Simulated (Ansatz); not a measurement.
# NaLaZrNbO6: the cost of one run

Program: Ansatz 0.2.0, driven from Python. Level of theory: DFT PBEsol, plane waves, PAW. These are calculated values, not measurements.

## Step 1: The structure

It takes space group F-43m (No. 216, cubic). Conventional cell: a = 8.221 Å, b = 8.221 Å, c = 8.221 Å, α = 90.00°, β = 90.00°, γ = 90.00°. Na (site symmetry -43m) is surrounded by 12 O at 2.91 Å. Around La (site symmetry -43m) lie 12 O at 2.91 Å. Around Zr (site symmetry -43m) lie 6 O at 2.09 Å. Nb (site symmetry -43m) is surrounded by 6 O at 2.02 Å. Around O (site symmetry 2mm) lie 1 Nb at 2.02 Å and 1 Zr at 2.09 Å and 2 La at 2.91 Å and 2 Na at 2.91 Å.

The script holds or builds the structure itself.

## Step 2: The code

Input file deck_nalazrnbo6.py:

```python
from collections import Counter

import ansatz as az


def main() -> None:
    settings = {
        "crystal": {
            "lattice": [
                [0.0, 4.110587, 4.110587],
                [4.110587, 0.0, 4.110587],
                [4.110587, 4.110587, 0.0],
            ],
            "atoms": [
                {"symbol": "Na", "position": [0.75, 0.75, 0.75]},
                {"symbol": "La", "position": [0.25, 0.25, 0.25]},
                {"symbol": "Zr", "position": [0.5, 0.5, 0.5]},
                {"symbol": "Nb", "position": [0.0, 0.0, 0.0]},
                {"symbol": "O", "position": [0.754401, 0.245599, 0.245599]},
                {"symbol": "O", "position": [0.245599, 0.754401, 0.754401]},
                {"symbol": "O", "position": [0.754401, 0.754401, 0.245599]},
                {"symbol": "O", "position": [0.245599, 0.245599, 0.754401]},
                {"symbol": "O", "position": [0.245599, 0.754401, 0.245599]},
                {"symbol": "O", "position": [0.754401, 0.245599, 0.754401]},
            ],
        },
        "kpoints": {"mp_grid": {"grid": [5, 5, 5]}},
        "hamiltonian": {"xc": "pbesol"},
        "scf": {"occupations": {"method": "gaussian", "width": 0.1}},
        "output": {"forces": True},
    }

    done = az.Session.from_dict(settings).plan(threads=1).execute()
    summary = done.report

    print("%-22s %14.5f eV" % ("F = E - TS", summary["free_energy_ev"]))
    print("%-22s %14.5f eV" % ("E", summary["internal_energy_ev"]))
    print("%-22s %14.5f eV" % ("Harris-Foulkes", summary["harris_foulkes_ev"]))
    print("%-22s %14.5f eV" % ("Fermi level", summary["fermi_energy_ev"]))

    print("forces (eV/A)")
    for site, force in zip(done.lattice.sites, summary["forces_ev_ang"]):
        print(f"  {site.symbol:2s} {force[0]:9.4f} {force[1]:9.4f} {force[2]:9.4f}")

    told = Counter((n["data"]["severity"], n["data"]["kind"]) for n in done.notices if n["event"] == "notice")
    for (severity, kind), count in sorted(told.items()):
        print(f"{severity:8s} {kind} x{count}")

    print("energy terms (eV)")
    for term, value in summary["components"].items():
        if abs(value) > 1e-9:
            print(f"  {term:26s} {value:16.5f}")


if __name__ == "__main__":
    main()
```

## Step 3: The input behind the calls

The package turns the script's settings into the engine's input:

```yaml
crystal:
  lattice:
    - [0.0, 4.110587, 4.110587]
    - [4.110587, 0.0, 4.110587]
    - [4.110587, 4.110587, 0.0]
  atoms:
    - { symbol: Na, position: [0.75, 0.75, 0.75] }
    - { symbol: La, position: [0.25, 0.25, 0.25] }
    - { symbol: Zr, position: [0.5, 0.5, 0.5] }
    - { symbol: Nb, position: [0.0, 0.0, 0.0] }
    - { symbol: O, position: [0.754401, 0.245599, 0.245599] }
    - { symbol: O, position: [0.245599, 0.754401, 0.754401] }
    - { symbol: O, position: [0.754401, 0.754401, 0.245599] }
    - { symbol: O, position: [0.245599, 0.245599, 0.754401] }
    - { symbol: O, position: [0.245599, 0.754401, 0.245599] }
    - { symbol: O, position: [0.754401, 0.245599, 0.754401] }
kpoints:
  mp_grid:
    grid: [5, 5, 5]
hamiltonian:
  xc: pbesol
scf:
  occupations:
    method: gaussian
    width: 0.1
output:
  forces: true
```

## Step 4: Launch

Launch:

```sh
$ python deck_nalazrnbo6.py
```

What time and memory should one allow on 1 thread of Arm Neoverse V2, shared host?

About 6.6 s, with a peak of 0.45 GiB.
